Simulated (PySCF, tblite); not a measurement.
# C5H2F4O2: dynamics, then NMR shifts on frames, part 2 of 2

tblite 0.8.0 and PySCF 2.14.0. Atoms count from 0. Earlier steps stand in the parts before.

## 5. Nuclear shieldings: 625 fs, PBE0/pcSseg-1

What the job is given:

```
{"job": {"kind": "nmr", "xc": "PBE0", "basis": "pcSseg-1", "pop": false}, "charge": 0, "multiplicity": 1}
F     -1.686400     0.341800     2.361700
C     -0.838800    -0.178200     1.452600
C     -1.257400    -0.886200     0.374900
C     -2.717200    -1.088900    -0.087000
F     -3.553400    -0.839400     0.918200
F     -3.061600    -0.170600    -1.089300
F     -2.985400    -2.349800    -0.475200
O     -0.254600    -1.537000    -0.355900
C      0.955100    -0.805000    -0.303000
C      1.301500    -0.103200     0.780900
O      0.403100     0.101000     1.877600
H      1.555500    -0.802100    -1.206800
H      2.100400     0.592500     0.875600
```

With the program's defaults for keys left out, this is: GIAO PBE0/pcSseg-1 NMR shielding, non-relativistic, gas phase.

Standard output:

```text
coarse grid: 13192 points
cycle   1  E = -740.2981996874  dE =  2.097e+00  |g| = 1.161e+00  |ddm| = 3.561e+00
cycle   2  E = -739.9757686424  dE =  3.224e-01  |g| = 1.861e+00  |ddm| = 1.719e+00
cycle   3  E = -740.5271230162  dE = -5.514e-01  |g| = 1.048e-01  |ddm| = 1.130e+00
cycle   4  E = -740.5280534918  dE = -9.305e-04  |g| = 7.609e-02  |ddm| = 1.112e-01
cycle   5  E = -740.5291772323  dE = -1.124e-03  |g| = 1.933e-02  |ddm| = 6.287e-02
cycle   6  E = -740.5292365353  dE = -5.930e-05  |g| = 1.048e-02  |ddm| = 2.289e-02
cycle   7  E = -740.5292594996  dE = -2.296e-05  |g| = 1.813e-03  |ddm| = 9.119e-03
cycle   8  E = -740.5292601360  dE = -6.364e-07  |g| = 4.698e-04  |ddm| = 1.639e-03
final grid: 135616 points
cycle   9  E = -740.6426084601  dE = -3.886e-05  |g| = 1.513e-02  |ddm| = 2.841e-02
cycle  10  E = -740.6425441579  dE =  6.430e-05  |g| = 2.469e-02  |ddm| = 2.356e-02
cycle  11  E = -740.6426476268  dE = -1.035e-04  |g| = 1.034e-03  |ddm| = 1.503e-02
cycle  12  E = -740.6426477808  dE = -1.540e-07  |g| = 6.316e-04  |ddm| = 1.226e-03
cycle  13  E = -740.6426478584  dE = -7.761e-08  |g| = 2.278e-04  |ddm| = 6.491e-04
cycle  14  E = -740.6426478699  dE = -1.143e-08  |g| = 5.917e-05  |ddm| = 2.257e-04
cycle  15  E = -740.6426478704  dE = -5.905e-10  |g| = 1.701e-05  |ddm| = 5.040e-05
converged SCF energy = -740.6426478704

GIAO shielding tensors (ppm)
atom      isotropic    diamagn.    paramagn.     s11        s22        s33       span
  0 F      259.902     471.133    -211.230    198.655    284.767    296.284     97.628
  1 C       15.509     246.924    -231.415    -45.220     30.806     60.942    106.161
  2 C       64.170     259.906    -195.736     26.192     55.491    110.828     84.637
  3 C       50.529     238.979    -188.450     40.914     49.192     61.482     20.569
  4 F      247.177     467.757    -220.580    172.706    243.968    324.857    152.152
  5 F      208.449     474.458    -266.008    109.836    161.934    353.578    243.742
  6 F      241.689     467.609    -225.920    159.557    236.587    328.925    169.368
  7 O      240.937     396.641    -155.704    152.038    271.050    299.723    147.684
  8 C       41.530     253.990    -212.460    -43.992     59.708    108.873    152.866
  9 C       43.578     254.555    -210.977    -40.866     69.309    102.291    143.157
 10 O      164.022     398.741    -234.719     97.680    123.224    271.164    173.484
 11 H       25.127      30.471      -5.345     23.026     25.399     26.954      3.928
 12 H       25.510      31.120      -5.610     23.642     25.499     27.389      3.747
```

It took 28 s on 1 thread of Arm Neoverse V2, shared host; peak memory 0.85 GiB.

In short: δ C1 171.4, C8 145.4, C9 143.3, C3 136.4, H11 6.59, H12 6.21 ppm.

## 6. Shielding tensors: 800 fs, PBE0/pcSseg-1

What the job is given:

```
{"job": {"kind": "nmr", "xc": "PBE0", "basis": "pcSseg-1", "pop": false}, "charge": 0, "multiplicity": 1}
F     -1.915000    -0.029200     2.552200
C     -1.088800    -0.414000     1.613200
C     -1.451700    -0.668100     0.324200
C     -2.794700    -0.874900    -0.254400
F     -3.753600    -0.919800     0.690700
F     -3.158400     0.075400    -1.075100
F     -2.906500    -2.052000    -0.921900
O     -0.498600    -1.014900    -0.599800
C      0.748400    -0.550100    -0.355600
C      1.089000    -0.107200     0.850000
O      0.174300    -0.270800     1.956200
H      1.350900    -0.736300    -1.203300
H      1.993500     0.321200     1.207400
```

Level: GIAO PBE0/pcSseg-1 NMR shielding, non-relativistic, gas phase.

Standard output:

```text
coarse grid: 13192 points
cycle   1  E = -740.3306993574  dE =  2.452e+00  |g| = 1.121e+00  |ddm| = 3.646e+00
cycle   2  E = -740.0965095674  dE =  2.342e-01  |g| = 1.678e+00  |ddm| = 1.694e+00
cycle   3  E = -740.5372310726  dE = -4.407e-01  |g| = 1.028e-01  |ddm| = 1.095e+00
cycle   4  E = -740.5383580217  dE = -1.127e-03  |g| = 6.706e-02  |ddm| = 1.062e-01
cycle   5  E = -740.5392066859  dE = -8.487e-04  |g| = 1.377e-02  |ddm| = 5.388e-02
cycle   6  E = -740.5392364552  dE = -2.977e-05  |g| = 5.749e-03  |ddm| = 1.309e-02
cycle   7  E = -740.5392432469  dE = -6.792e-06  |g| = 2.133e-03  |ddm| = 6.126e-03
final grid: 135616 points
cycle   8  E = -740.6498545415  dE = -3.660e-05  |g| = 1.477e-02  |ddm| = 2.883e-02
cycle   9  E = -740.6497835467  dE =  7.099e-05  |g| = 2.455e-02  |ddm| = 2.603e-02
cycle  10  E = -740.6498919935  dE = -1.084e-04  |g| = 2.561e-03  |ddm| = 1.768e-02
cycle  11  E = -740.6498934187  dE = -1.425e-06  |g| = 6.340e-04  |ddm| = 2.648e-03
cycle  12  E = -740.6498935005  dE = -8.185e-08  |g| = 1.819e-04  |ddm| = 6.362e-04
cycle  13  E = -740.6498935069  dE = -6.364e-09  |g| = 5.694e-05  |ddm| = 1.649e-04
cycle  14  E = -740.6498935075  dE = -5.978e-10  |g| = 1.646e-05  |ddm| = 5.100e-05
converged SCF energy = -740.6498935075

GIAO shielding tensors (ppm)
atom      isotropic    diamagn.    paramagn.     s11        s22        s33       span
  0 F      272.167     468.981    -196.814    214.607    266.440    335.453    120.846
  1 C       20.597     248.555    -227.958    -48.527     41.055     69.263    117.790
  2 C       73.316     260.746    -187.430     36.013     68.943    114.993     78.980
  3 C       58.778     236.308    -177.530     50.308     57.131     68.894     18.586
  4 F      257.295     466.421    -209.127    170.660    247.980    353.245    182.584
  5 F      258.859     471.795    -212.936    191.127    255.972    329.479    138.352
  6 F      242.050     470.576    -228.525    153.947    227.757    344.447    190.500
  7 O      231.502     399.041    -167.539    117.755    248.812    327.937    210.182
  8 C       45.106     251.492    -206.385    -40.557     59.984    115.892    156.450
  9 C       49.969     252.235    -202.266    -20.504     53.402    117.010    137.514
 10 O      202.263     396.088    -193.824    131.039    189.183    286.568    155.529
 11 H       25.742      31.490      -5.748     23.930     25.102     28.194      4.264
 12 H       25.804      30.683      -4.879     23.095     26.144     28.174      5.080
```

Run time: 28 s. Hardware: 1 thread of Arm Neoverse V2, shared host; peak memory 0.92 GiB.

In short: δ C1 166.3, C8 141.8, C9 137.0, C3 128.1, H11 5.98, H12 5.91 ppm.

## 7. Nuclear shieldings: 1000 fs, PBE0/pcSseg-1

What the job is given:

```
{"job": {"kind": "nmr", "xc": "PBE0", "basis": "pcSseg-1", "pop": false}, "charge": 0, "multiplicity": 1}
F     -2.446800    -0.171800     2.475700
C     -1.367200    -0.488200     1.681200
C     -1.564300    -1.090500     0.506300
C     -2.877100    -1.156100    -0.289200
F     -3.942900    -1.573600     0.534000
F     -3.281900    -0.046300    -0.845900
F     -2.729600    -2.113700    -1.168100
O     -0.404100    -1.312400    -0.264600
C      0.670300    -0.635000     0.121700
C      0.915400    -0.175100     1.324700
O     -0.174200    -0.288200     2.242500
H      1.332000    -0.571700    -0.708300
H      1.627400     0.380100     1.782500
```

With the program's defaults for keys left out, this is: GIAO PBE0/pcSseg-1 NMR shielding, non-relativistic, gas phase.

Standard output:

```text
coarse grid: 13192 points
cycle   1  E = -740.3037203556  dE =  2.366e+00  |g| = 1.141e+00  |ddm| = 3.557e+00
cycle   2  E = -740.0230090033  dE =  2.807e-01  |g| = 1.777e+00  |ddm| = 1.669e+00
cycle   3  E = -740.5214785182  dE = -4.985e-01  |g| = 1.088e-01  |ddm| = 1.099e+00
cycle   4  E = -740.5224636240  dE = -9.851e-04  |g| = 7.834e-02  |ddm| = 1.261e-01
cycle   5  E = -740.5236535399  dE = -1.190e-03  |g| = 2.146e-02  |ddm| = 7.244e-02
cycle   6  E = -740.5237363128  dE = -8.277e-05  |g| = 1.011e-02  |ddm| = 2.488e-02
cycle   7  E = -740.5237569290  dE = -2.062e-05  |g| = 1.722e-03  |ddm| = 8.512e-03
cycle   8  E = -740.5237574927  dE = -5.637e-07  |g| = 4.799e-04  |ddm| = 1.591e-03
final grid: 135616 points
cycle   9  E = -740.6355592251  dE = -4.135e-05  |g| = 1.375e-02  |ddm| = 2.761e-02
cycle  10  E = -740.6355129753  dE =  4.625e-05  |g| = 2.163e-02  |ddm| = 2.137e-02
cycle  11  E = -740.6355911651  dE = -7.819e-05  |g| = 9.303e-04  |ddm| = 1.341e-02
cycle  12  E = -740.6355913097  dE = -1.446e-07  |g| = 4.884e-04  |ddm| = 1.128e-03
cycle  13  E = -740.6355913542  dE = -4.451e-08  |g| = 1.774e-04  |ddm| = 4.908e-04
cycle  14  E = -740.6355913605  dE = -6.308e-09  |g| = 6.504e-05  |ddm| = 1.934e-04
cycle  15  E = -740.6355913614  dE = -8.572e-10  |g| = 1.935e-05  |ddm| = 6.190e-05
converged SCF energy = -740.6355913614

GIAO shielding tensors (ppm)
atom      isotropic    diamagn.    paramagn.     s11        s22        s33       span
  0 F      260.130     469.681    -209.551    175.780    284.080    320.528    144.748
  1 C       14.693     252.369    -237.677    -56.359     44.086     56.351    112.711
  2 C       66.540     258.259    -191.718     20.406     61.753    117.461     97.055
  3 C       56.668     240.369    -183.701     46.265     57.542     66.197     19.933
  4 F      215.953     466.883    -250.930    106.200    177.219    364.439    258.239
  5 F      252.383     473.409    -221.026    200.456    233.845    322.847    122.391
  6 F      261.629     470.922    -209.293    193.481    273.990    317.414    123.933
  7 O      239.225     398.591    -159.366    174.636    245.550    297.488    122.852
  8 C       50.851     253.393    -202.541    -31.102     60.840    122.816    153.918
  9 C       54.757     253.340    -198.583    -15.860     66.015    114.115    129.975
 10 O      193.643     396.317    -202.675    129.364    170.875    280.689    151.325
 11 H       26.201      32.204      -6.003     23.446     26.115     29.042      5.597
 12 H       26.362      33.555      -7.193     23.829     26.692     28.564      4.736
```

Run time: 28 s. Hardware: 1 thread of Arm Neoverse V2, shared host; peak memory 0.85 GiB.

Key values: δ C1 172.2, C8 136.1, C9 132.2, C3 130.3, H11 5.52, H12 5.36 ppm.

## 8. Comparing the runs: NMR shifts

Shifts (ppm) of some atoms, chosen among heavy atoms and hydrogens apart, with basis size and wall time:

```tsv
frame	H12	H11	F5	F6	F4	F0	O10	functions	time
250 fs	6.93	5.17	-46.4	-70.4	-95.8	-99.2	149.4	197	35 s
425 fs	5.04	5.44	-70.5	-68.2	-79.9	-112.2	124.3	197	29 s
625 fs	6.21	6.59	-37.5	-70.7	-76.2	-89.0	172.1	197	28 s
800 fs	5.91	5.98	-87.9	-71.1	-86.3	-101.2	133.8	197	28 s
1000 fs	5.36	5.52	-81.4	-90.7	-45.0	-89.2	142.4	197	28 s
```

## 9. What came out

What follows sums up all 2 parts.

| quantity | value |
| --- | --- |
| thermostat | 300 K |
| mean temperature, second half | 299 K |
| mean potential energy above the minimum | 0.41 eV |
| ¹³C shifts against TMS (PBE0/pcSseg-1, 250 fs) | 169.5, 136.3, 135.0, 128.5, 118.9 ppm |
| ¹H shifts against TMS (PBE0/pcSseg-1, 250 fs) | 6.93, 5.17 ppm |
| ¹⁹F shifts against CFCl3 (PBE0/pcSseg-1, 250 fs) | -46.4, -70.4, -95.8, -99.2 ppm |
| ¹⁷O shifts against H2O (PBE0/pcSseg-1, 250 fs) | 149.4, 88.2 ppm |
| surface potential, 1st and 99th percentile | -0.76 V and 1.77 V |
| range of the shift of F4 | -95.8 to -45.0 ppm |

**Reading.** In the second half the potential energy averages 0.41 eV above the minimum; equipartition over 33 harmonic modes at 300 K would give 0.43 eV. With 13 atoms the temperature swings widely (154 to 548 K). Shifts at one fixed geometry are not the observed spectrum, which averages over the motion. In the first frame run (250 fs): Shielding is most anisotropic at F5 (span 257 ppm, paramagnetic term -256 ppm). At PBE0/pcSseg-1, counted by nearest atom on the grid, the HOMO lies on O7 23 %; C2 20 %, the LUMO on C1 25 %; C2, C8, C9 about 16 % each. In ppm, F4 moves most: its shift spreads over 50.7 ppm, from -95.8 (250 fs) to -45.0 (1000 fs).
